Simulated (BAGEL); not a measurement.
# C2H3FSSi (SMILES FC1=C(S)[SiH2]1): HF/6-31G(d) (density fitting with qzvpp-jkfit, spherical functions)

Aim: the vertical ionisation energy of C2H3FSSi at HF/6-31G* (density fitting with qzvpp-jkfit, spherical functions), from 2 runs. 

Program for the calculation: BAGEL 1.2.2.

## Step 1: Starting point

C2H3FSSi: 8 atoms, total charge 0, spin state singlet. As SMILES, `FC1=C(S)[SiH2]1`. The coordinates come from a PBE0-D4/def2-TZVP relaxation. This is one conformer, not always the lowest.

Bond lengths: F1–C2 1.323 Å, C2–C3 1.330 Å, C3–S4 1.716 Å, C2–Si5 1.787 Å, C3–Si5 1.834 Å, S4–H6 1.346 Å, Si5–H7 1.484 Å, Si5–H8 1.484 Å. Some angles: F1–C2–C3 134.2°, F1–C2–Si5 155.5°, C3–C2–Si5 70.3°, C2–C3–S4 142.5°, C2–C3–Si5 66.6°, S4–C3–Si5 150.8°, C2–Si5–C3 43.1°, C3–S4–H6 97.7°, C2–Si5–H7 122.6°, C2–Si5–H8 122.6°.

## Step 2: A single-point energy at HF/6-31G(d) (density fitting with qzvpp-jkfit, spherical functions)

File input.json:

```json
{ "bagel" : [

{
  "title" : "molecule",
  "basis" : "6-31gs.json",
  "df_basis" : "qzvpp-jkfit",
  "angstrom" : true,
  "geometry" : [
    { "atom" : "F", "xyz" : [    1.510900,    1.594300,    0.025500 ] },
    { "atom" : "C", "xyz" : [    0.798700,    0.479100,    0.022400 ] },
    { "atom" : "C", "xyz" : [   -0.501900,    0.209500,   -0.044700 ] },
    { "atom" : "S", "xyz" : [   -2.043600,    0.954600,   -0.161500 ] },
    { "atom" : "Si", "xyz" : [    0.547400,   -1.289800,    0.069300 ] },
    { "atom" : "H", "xyz" : [   -1.625000,    2.234000,   -0.181400 ] },
    { "atom" : "H", "xyz" : [    0.774400,   -2.161700,   -1.109900 ] },
    { "atom" : "H", "xyz" : [    0.631000,   -2.076900,    1.324600 ] }
  ]
},
{
  "title" : "hf"
},
{
  "title" : "print",
  "file" : "orbitals.molden",
  "orbitals" : true
}

]}
```

The basis set 6-31G* is read from a file made from the Basis Set Exchange's data (not shown).

Launch:

```bash
BAGEL_NUM_THREADS=1 BAGEL input.json > input.out
```

The log of the run:

```text
* using 1 threads per process

  ===============================================================
  ===============================================================

  *** Geometry ***

  { "atom" : "F", "xyz" : [      2.855187,      3.012790,      0.048188 ] },
  { "atom" : "C", "xyz" : [      1.509324,      0.905368,      0.042330 ] },
  { "atom" : "C", "xyz" : [     -0.948454,      0.395898,     -0.084471 ] },
  { "atom" : "S", "xyz" : [     -3.861844,      1.803933,     -0.305191 ] },
  { "atom" : "Si", "xyz" : [      1.034436,     -2.437369,      0.130958 ] },
  { "atom" : "H", "xyz" : [     -3.070805,      4.221648,     -0.342796 ] },
  { "atom" : "H", "xyz" : [      1.463404,     -4.085021,     -2.097407 ] },
  { "atom" : "H", "xyz" : [      1.192417,     -3.924772,      2.503131 ] },

  Number of auxiliary basis functions:      537

  Since a DF basis is specified, we compute 2- and 3-index integrals:
    o Being stored without compression. Storage requirement is 0.030 GB

  Number of basis functions:       84
  Number of electrons      :       54

    * METHOD: MOLECULE                             0.55

  *** RHF ***

  === Nuclear Repulsion ===
   254.5310129507

      * DIIS with orbital gradients will be used.

  === RHF iteration (6-31gs.json) ===
      0       -863.10735139          0.01368679           0.11
      1       -863.21670267          0.00735457           0.16
      2       -863.24622148          0.00172105           0.15
      3       -863.24902434          0.00045305           0.11
      4       -863.24919419          0.00017527           0.11
      5       -863.24922229          0.00004488           0.11
      6       -863.24922473          0.00001905           0.11
      7       -863.24922502          0.00000634           0.12
      8       -863.24922505          0.00000214           0.13
      9       -863.24922506          0.00000089           0.11
     10       -863.24922506          0.00000038           0.13
     11       -863.24922506          0.00000019           0.11
     12       -863.24922506          0.00000009           0.11
     13       -863.24922506          0.00000004           0.11
     14       -863.24922506          0.00000002           0.11
     15       -863.24922506          0.00000001           0.11
    * SCF iteration converged.

    * Permanent dipole moment:
           (   -0.082963,     0.394922,    -0.018654) a.u.

    * METHOD: HF                                   2.20

    * METHOD: PRINT                                0.01

  ===============================================================
```

It took 3.3 s on 1 thread of Intel Xeon Platinum 8259CL at 2.50GHz (Skylake/Cascade Lake), shared host; peak memory 0.14 GiB.

## Step 3: The doublet cation at the same level

File input.json:

```json
{ "bagel": [

{
  "title": "molecule",
  "basis": "6-31gs.json",
  "df_basis": "qzvpp-jkfit",
  "angstrom": "true",
  "geometry": [
    { "atom": "F", "xyz": [    1.510900,    1.594300,    0.025500 ] },
    { "atom": "C", "xyz": [    0.798700,    0.479100,    0.022400 ] },
    { "atom": "C", "xyz": [   -0.501900,    0.209500,   -0.044700 ] },
    { "atom": "S", "xyz": [   -2.043600,    0.954600,   -0.161500 ] },
    { "atom": "Si", "xyz": [    0.547400,   -1.289800,    0.069300 ] },
    { "atom": "H", "xyz": [   -1.625000,    2.234000,   -0.181400 ] },
    { "atom": "H", "xyz": [    0.774400,   -2.161700,   -1.109900 ] },
    { "atom": "H", "xyz": [    0.631000,   -2.076900,    1.324600 ] }
  ]
},
{
  "title": "uhf",
  "charge": 1,
  "nopen": 1
},
{
  "title": "print",
  "file": "orbitals.molden",
  "orbitals": "true"
}

]}
```

The basis set 6-31G* is read from a file made from the Basis Set Exchange's data (not shown).

Launch:

```bash
BAGEL_NUM_THREADS=1 BAGEL input.json > input.out
```

The log of the run:

```text
* using 1 threads per process

  ===============================================================
  ===============================================================

  *** Geometry ***

  { "atom" : "F", "xyz" : [      2.855187,      3.012790,      0.048188 ] },
  { "atom" : "C", "xyz" : [      1.509324,      0.905368,      0.042330 ] },
  { "atom" : "C", "xyz" : [     -0.948454,      0.395898,     -0.084471 ] },
  { "atom" : "S", "xyz" : [     -3.861844,      1.803933,     -0.305191 ] },
  { "atom" : "Si", "xyz" : [      1.034436,     -2.437369,      0.130958 ] },
  { "atom" : "H", "xyz" : [     -3.070805,      4.221648,     -0.342796 ] },
  { "atom" : "H", "xyz" : [      1.463404,     -4.085021,     -2.097407 ] },
  { "atom" : "H", "xyz" : [      1.192417,     -3.924772,      2.503131 ] },

  Number of auxiliary basis functions:      537

  Since a DF basis is specified, we compute 2- and 3-index integrals:
    o Being stored without compression. Storage requirement is 0.030 GB

  Number of basis functions:       84
  Number of electrons      :       54

    * METHOD: MOLECULE                             0.48

  *** Open-shell HF ***

  === Nuclear Repulsion ===
   254.5310129507

      * DIIS with orbital gradients will be used.

  === UHF iteration (6-31gs.json) ===
      0       -862.78425770          0.02875299           0.25
      1       -862.90650028          0.01716009           0.24
      2       -862.93405731          0.01123195           0.22
      3       -862.95022863          0.00134952           0.22
      4       -862.95158244          0.00058257           0.22
      5       -862.95197581          0.00034795           0.26
      6       -862.95225461          0.00029912           0.22
      7       -862.95259347          0.00023448           0.22
      8       -862.95285809          0.00011685           0.23
      9       -862.95288781          0.00005353           0.26
     10       -862.95289518          0.00003732           0.34
     11       -862.95289845          0.00002380           0.29
     12       -862.95290065          0.00001531           0.22
     13       -862.95290125          0.00000638           0.27
     14       -862.95290143          0.00000373           0.33
     15       -862.95290150          0.00000161           0.33
     16       -862.95290151          0.00000066           0.31
     17       -862.95290151          0.00000024           0.28
     18       -862.95290151          0.00000016           0.33
     19       -862.95290151          0.00000014           0.29
     20       -862.95290151          0.00000008           0.22
     21       -862.95290151          0.00000004           0.32
     22       -862.95290151          0.00000003           0.26
     23       -862.95290151          0.00000003           0.22
     24       -862.95290151          0.00000002           0.22
     25       -862.95290151          0.00000001           0.23
    * SCF iteration converged.

    * S^2 (UHF) is 0.8306

    * Permanent dipole moment:
           (    1.131855,     0.071364,     0.064160) a.u.

    * METHOD: UHF                                  7.24

    * METHOD: PRINT                                0.01

  ===============================================================
```

Run time: 8.1 s. Hardware: 1 thread of Intel Xeon Platinum 8259CL at 2.50GHz (Skylake/Cascade Lake), shared host; peak memory 0.14 GiB.

## Step 4: Summary of results

At HF/6-31G* (density fitting with qzvpp-jkfit, spherical functions):

```
                                          quantity          value
                    singlet C2H3FSSi: total energy  -863.24923 Eh
                   singlet C2H3FSSi: dipole moment         1.03 D
                     singlet C2H3FSSi: HOMO energy       -9.18 eV
                     singlet C2H3FSSi: LUMO energy        2.90 eV
                   singlet C2H3FSSi: HOMO–LUMO gap       12.08 eV
                      doublet cation: total energy  -862.95290 Eh
                              doublet cation: ⟨S²⟩          0.831
vertical ionisation energy (to the doublet cation)       8.063 eV
```

In words: The vertical ionisation energy comes to 8.06 eV (186 kcal/mol). The negative HOMO energy of the first species, 9.18 eV, lies 1.11 eV above that difference.
